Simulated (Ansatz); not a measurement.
I need the energy of protonation at one site of H5NSeSn, SMILES [NH2][SnH2][SeH]. Use the Python package of Ansatz (0.2.0). Level of theory (for the species named): Hartree-Fock, def2-SVP basis, multiplicity 1.

```xyz
8

N    -1.1930    0.2760   -0.8182
Sn    0.4657    0.3758    0.3154
Se    1.3511   -1.9855    0.5758
H    -1.4563    1.3229   -0.9904
H    -0.9628   -0.0697   -1.7788
H     0.0935    1.0616    1.8892
H     1.6936    1.3827   -0.4718
H     0.1005   -2.4209    1.2229
```

The script, `run_pa.py`:
```python
# -*- coding: utf-8 -*-
import warnings

import ansatz as az
import numpy as np

warnings.simplefilter('ignore', az.DeckWarning)

h5nsesn = (
    az.Crystal.molecule()
    .atom('N', [-1.193, 0.276, -0.8182])
    .atom('Sn', [0.4657, 0.3758, 0.3154])
    .atom('Se', [1.3511, -1.9855, 0.5758])
    .atom('H', [-1.4563, 1.3229, -0.9904])
    .atom('H', [-0.9628, -0.0697, -1.7788])
    .atom('H', [0.0935, 1.0616, 1.8892])
    .atom('H', [1.6936, 1.3827, -0.4718])
    .atom('H', [0.1005, -2.4209, 1.2229])
)

calculation = (
    h5nsesn.calculation()
    .basis(gaussian='def2-SVP')
    .functional('hf')
)
symbols = [site.symbol for site in h5nsesn.cartesian_sites]
start = np.array([site.position_ang for site in h5nsesn.cartesian_sites], dtype=float)
rep = calculation.relax(force_tolerance=0.01, max_steps=100).run(threads=1, backend='cpu').report
end = np.array(rep['positions_ang'])

away = sum((end[0] - end[j]) / np.linalg.norm(end[0] - end[j]) for j in [1, 3, 4]) + np.array([0.15, 0.1, -0.2])
proton = end[0] + 1.0 * away / np.linalg.norm(away)
acid = az.Crystal.molecule()
for symbol, place in zip(symbols, end):
    acid = acid.atom(symbol, place.tolist())
acid = acid.atom('H', proton.tolist())
protonated = (
    acid.calculation()
    .basis(gaussian='def2-SVP')
    .functional('hf')
    .charge(1)
    .relax(force_tolerance=0.01, max_steps=80)
)
after = protonated.run(threads=1, backend='cpu').report
xyz = np.array(after['positions_ang'])
reach = np.linalg.norm(xyz[:-1] - xyz[-1], axis=1)
print(f'base {rep["free_energy_ev"]:.5f} eV, protonated {after["free_energy_ev"]:.5f} eV')
print(f'the proton ends {reach.min():.3f} A from {symbols[reach.argmin()]}{reach.argmin()}')
print(f'electronic proton affinity {(rep["free_energy_ev"] - after["free_energy_ev"]):.3f} eV')
```

Output of `python run_pa.py`:
```text
base -72660.44227 eV, protonated -72670.86134 eV
the proton ends 1.012 A from N0
electronic proton affinity 10.419 eV
```

Total energies depend on the basis set; only differences at equal settings carry meaning. The proton is put on one chosen atom, which needn't be the most basic site, so the molecule's proton affinity can be higher; the ends are stationary points, not checked by frequencies, and zero-point and thermal terms count only where printed. def2 sets replace the cores of elements past krypton by effective core potentials. Hartree-Fock leaves correlation out, so bond, atomisation and ionisation energies come out well too low. Timing: 74 s on 1 thread of Arm Neoverse V1, on a shared host, peak memory 0.3 GiB.
